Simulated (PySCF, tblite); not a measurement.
**C₄H₁₁Ge₂OP: geometry, infrared bands and NMR shifts**

What infrared bands and NMR shifts should C₄H₁₁Ge₂OP (`C[C](=O)[Ge@H]1[CH2][Ge@@H]([PH2])[CH2]1`) show?

Computed with tblite 0.8.0 and PySCF 2.14.0, with density-fitted response routines of our own, on a single molecule in the gas phase. Atoms count from 0, in the outputs and in this text.

## (1) The starting structure

19 atoms, charge 0, multiplicity 1; geometry from: force field or distance geometry start.

Bonds of the start (Å): C0–C1 1.50, C1–O2 1.22, C1–Ge3 1.90, Ge3–C4 1.94, C4–Ge5 1.93, Ge5–P6 2.25, Ge5–C7 1.94, C7–Ge3 1.97, C0–H8 1.09, C0–H9 1.09, C0–H10 1.14, Ge3–H11 1.57, C4–H12 1.11, C4–H13 1.11, Ge5–H14 1.56, P6–H15 1.44, P6–H16 1.43, C7–H17 1.10, C7–H18 1.10.

## (2) Relaxing the molecule with GFN2-xTB

The job: settings as JSON, then the geometry in Å.

```
{"job": {"kind": "relax", "xc": "GFN2-xTB", "basis": "xTB"}, "charge": 0, "multiplicity": 1}
C     -3.468700    -0.200900    -0.374400
C     -2.192400     0.491900    -0.018800
O     -2.111000     1.704900     0.099300
Ge    -0.637500    -0.559300     0.284200
C      0.670600    -0.607300    -1.140900
Ge     2.026100    -0.638000     0.235600
P      3.989700     0.374000    -0.204900
C      0.764600     0.313000     1.361000
H     -3.657100    -1.057100     0.276900
H     -3.523700    -0.527100    -1.408400
H     -4.335400     0.521900    -0.226600
H     -1.010000    -1.984800     0.817500
H      0.627900     0.317400    -1.747000
H      0.608200    -1.554000    -1.724500
H      2.272400    -2.079900     0.782900
H      4.516100     1.163000     0.884100
H      4.094600     0.953100    -1.508700
H      0.669700     1.394400     1.193300
H      0.686000    -0.000800     2.411900
```

Command:

```
> OMP_NUM_THREADS=1 python probes_run.py task.json out
```

One launch serves the whole session: the jobs run in the order shown.

**Question.** This job is followed by: GFN2-xTB harmonic vibrations, gas phase; GIAO PBE0/pcSseg-1 NMR shielding, non-relativistic, gas phase. What will the session give for the following? strongest single infrared mode (GFN2-xTB); zero-point energy (GFN2-xTB); 13C shifts against TMS (PBE0/pcSseg-1, means over atoms taken as alike); 1H shifts against TMS (PBE0/pcSseg-1, means over atoms taken as alike); 17O shifts against H2O (PBE0/pcSseg-1); 73Ge shifts against GeMe4 (PBE0/pcSseg-1); 31P shifts against H3PO4 (PBE0/pcSseg-1).

The runs gave:

| quantity | value |
| --- | --- |
| strongest single infrared mode (GFN2-xTB) | 1714 cm⁻¹, 922 km/mol |
| zero-point energy (GFN2-xTB) | 80.0 kcal/mol |
| 13C shifts against TMS (PBE0/pcSseg-1, means over atoms taken as alike) | 243.1, 42.4, 13.8 ppm |
| 1H shifts against TMS (PBE0/pcSseg-1, means over atoms taken as alike) | 5.89, 5.70, 2.59, 2.05, 1.51, 0.81 ppm |
| 17O shifts against H2O (PBE0/pcSseg-1) | 779.5 ppm |
| 73Ge shifts against GeMe4 (PBE0/pcSseg-1) | -22, -99 ppm |
| 31P shifts against H3PO4 (PBE0/pcSseg-1) | -295.2 ppm |

**Reading.** Relaxing lowered the energy by 1.776 eV in 214 steps; the close pair that moved most is Ge3–Ge5, from 2.665 to 2.825 Å. All 51 modes are real, so the xTB geometry is a minimum. The strongest single mode, at 1714 cm⁻¹, moves mainly H11. Unscaled tight-binding wavenumbers are off by several per cent, some by more. Its intensities can rank the bands wrongly. At PBE0/pcSseg-1: Shielding is most anisotropic at O2 (span 1523 ppm, paramagnetic term -848 ppm). Spin-orbit coupling is left out, which matters for shieldings and couplings at and beside the heavy atoms.
